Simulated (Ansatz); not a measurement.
# CoHO+ (quartet): the correlation ladder, def2-QZVPP

An exercise on one series of results from a longer session: the logs are not shown, and one member is left open.

Method: def2-QZVPP, core rule «outside noble gas», up to 10 orbitals frozen; program: Ansatz 0.2.0, Gaussian basis.

Plan: UHF; ROHF; CCSD(T) on UHF.

2 further runs of the same task are left out: 2 set aside as unsound or not needed. Runs told in other sessions of the task aren't counted.

**The system**

The geometry is a PBE0/def2-TZVP stationary point (not a proven minimum) of the parent state, kept for this charge and spin.

3 atoms, charge 1, spin multiplicity 4.

Atoms are counted from 1 here; the program's logs count them from 0.

Bond lengths: Co1–O2 1.569 Å, Co1–H3 1.489 Å. Angles: O2–Co1–H3 104.4°.

Geometry (Å):

```xyz
3
charge 1, multiplicity 4
Co    0.0000   -0.0432    0.3234
O     0.0000    0.0731   -1.2416
H     0.0000    1.3674    0.8008
```

The first run:

The input, in.yaml:

```yaml
crystal:
  periodic: [false, false, false]
  atoms:
    - {symbol: Co, position_ang: [0.000000, -0.043234, 0.323378]}
    - {symbol: O, position_ang: [0.000000, 0.073109, -1.241595]}
    - {symbol: H, position_ang: [0.000000, 1.367368, 0.800755]}
basis:
  gaussian: {orbitals: "def2-QZVPP.json"}
total_charge: 1
magnetization: {spin_polarized: true, initial_magnetization: 3}
hamiltonian: {xc: hf}
output: {orbitals: {seedname: orbitals}}
```

Run with:

```bash
$ ansatz run in.yaml --threads 1 --pin off --events-out ev --progress --plain --max-ram 4096MiB --backend cpu
```

Steps of the session up to this table: UHF; ROHF; CCSD(T) on UHF.

One of the session's tables, all rows but one given; the rest of the session is left out.

| method | from UCCSD(T) (meV) |
| --- | --- |
| ROHF | ? |
| UMP2 | +1662.6 |
| UCCSD | +1088.0 |
| UCCSD(T) | 0 |

**Question.** Estimate the row for ROHF.

The run gave: from UCCSD(T) (meV): +18091.7. In the column «from UCCSD(T) (meV)» it is the highest.

Left out of the table: UHF (another determinant or state than the rows shown).

The program flags UCCSD(T) as in doubt (see the logs), so the zero of the table is itself unsure.

To keep in mind: The determinant of HF (⟨S²⟩ 4.50) is far from a pure spin state, so its energy mixes those of several spin states; that is harmless only where they are near-degenerate. The determinant of CCSD(T) (⟨S²⟩ 4.56) is far from a pure spin state, so its energy mixes those of several spin states; high orders of coupled cluster remove much of that, low ones don't. The program flags UCCSD(T) as in doubt, so the zero of the table is itself unsure. Warnings: spin contamination; coupled cluster took another determinant than the lowest.
